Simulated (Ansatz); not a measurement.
**CuTe (zincblende): equation of state and elastic constants**

The task here is to estimate one member of a computed series from the others.

Computed with Ansatz 0.2.0 (DFT PBEsol, scalar-relativistic, plane waves, PAW, unless a step's input says otherwise).

**Starting point**

Symmetry: F-43m, No. 216, cubic system. Conventional cell: a = 5.785 Å, b = 5.785 Å, c = 5.785 Å, α = 90.00°, β = 90.00°, γ = 90.00°. Cu (site symmetry -43m) has 4 Te at 2.50 Å as nearest neighbours. Around Te (site symmetry -43m) lie 4 Cu at 2.50 Å.

Coordinates:

```
CELL_PARAMETERS angstrom
0.00000 2.89230 2.89230
2.89230 0.00000 2.89230
2.89230 2.89230 0.00000
ATOMIC_POSITIONS crystal
Cu 0.00000 0.00000 0.00000
Te 0.25000 0.25000 0.25000
```

This cell comes from an earlier session at PBEsol: 24.195 Å³/atom at -0.01 GPa, on a 8×8×8 mesh.

Volume factors to run: 0.980, 1.020, 0.960, 1.040.

The first run:

File input.yaml:

```yaml
crystal:
  lattice:
    - [0.0, 2.8728920293, 2.8728920293]
    - [2.8728920293, 0.0, 2.8728920293]
    - [2.8728920293, 2.8728920293, 0.0]
  atoms:
    - { symbol: Cu, position: [0.0, 0.0, 0.0], spin: 0.05 }
    - { symbol: Te, position: [0.25, 0.25, 0.25] }
basis:
  ecutwfc: 420
  ecutrho_ratio: 4
kpoints:
  mp_grid: { grid: [8, 8, 8] }
hamiltonian:
  xc: pbesol
scf:
  occupations: { method: gaussian, width: 0.05 }
output:
  forces: true
  stress: true
  eigenvalues: true
  populations: true
magnetization:
  spin_polarized: true
```

Among the steps run: At 0.980 of the relaxed volume; Volume × 1.020; Scaling the volume by 0.960; At 1.040 of the relaxed volume.

One of the session's tables, all rows but one given; the rest of the session is left out.

```
volume (Å³/atom)  energy (meV/atom)  pressure (GPa)
          23.228               8.69            3.00
          23.711               2.08            1.41
          24.195               0.00           -0.01
          24.679                  ?               ?
          25.163               7.55           -2.40
```

**Question.** Estimate the row for volume (Å³/atom) = 24.679.

Worked estimate for «energy (meV/atom)». A straight line through the neighbours (24.195, 0.00) and (25.163, 7.55) gives 0.00 + (7.55 − 0.00) × (24.679 − 24.195) / (25.163 − 24.195) = 3.77; a parabola fitted to 3 rows on both sides gives 1.82.

**Answer.** energy (meV/atom): 1.98; pressure (GPa): -1.27. In «energy (meV/atom)» the line misses by +1.79 and the parabola by -0.16.

volume (Å³/atom), energy (meV/atom) and a bar:
```
    23.23        8.7 ##############################
    23.71        2.1 #######
    24.20        0.0 
    24.68        2.0 #######
    25.16        7.5 ##########################
```

Limits of these values: Spin–orbit coupling is left out, though the cell holds Te; it can open a gap where p bands cross. Warnings in the runs' records: seeded moment not kept.
